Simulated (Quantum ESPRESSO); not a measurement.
Input of a Quantum ESPRESSO 7.5 run:

File pw.in:

```
&CONTROL
  calculation = 'scf'
  prefix = 'pwscf'
  outdir = './tmp'
  pseudo_dir = './pseudo'
  tprnfor = .true.
  tstress = .true.
  disk_io = 'nowf'
/
&SYSTEM
  ibrav = 0
  nat = 2
  ntyp = 1
  ecutwfc = 45
  ecutrho = 360
  nbnd = 24
  occupations = 'smearing'
  smearing = 'mp'
  degauss = 0.00734986
/
&ELECTRONS
  conv_thr = 4d-10
  electron_maxstep = 120
  mixing_beta = 0.5
/
ATOMIC_SPECIES
Ru   101.0700 ru_pbe_v1.2.uspp.F.UPF
CELL_PARAMETERS angstrom
   2.6950136400    0.0000000000    0.0000000000
  -1.3475068200    2.3339502758    0.0000000000
   0.0000000000    0.0000000000    4.4062800000
ATOMIC_POSITIONS crystal
Ru     0.3333333333    0.6666666667    0.2500000000
Ru     0.6666666667    0.3333333333    0.7500000000
K_POINTS automatic
18 18 11 0 0 0
```

Potentials or basis: GBRV 1.5 PBE.

Run with:

```bash
$ OMP_NUM_THREADS=1 pw.x -in pw.in > pw.out
```

**Question.** What does it give for the pressure?

**Answer.** -2.6 GPa.

**Question.** What does it give for the band gap on the k mesh?

**Answer.** None (metal or under the smearing width).

Stress tensor (GPa, compression positive):
```
  2.40   0.00   0.00
  0.00   2.40   0.00
  0.00   0.00 -12.67
```
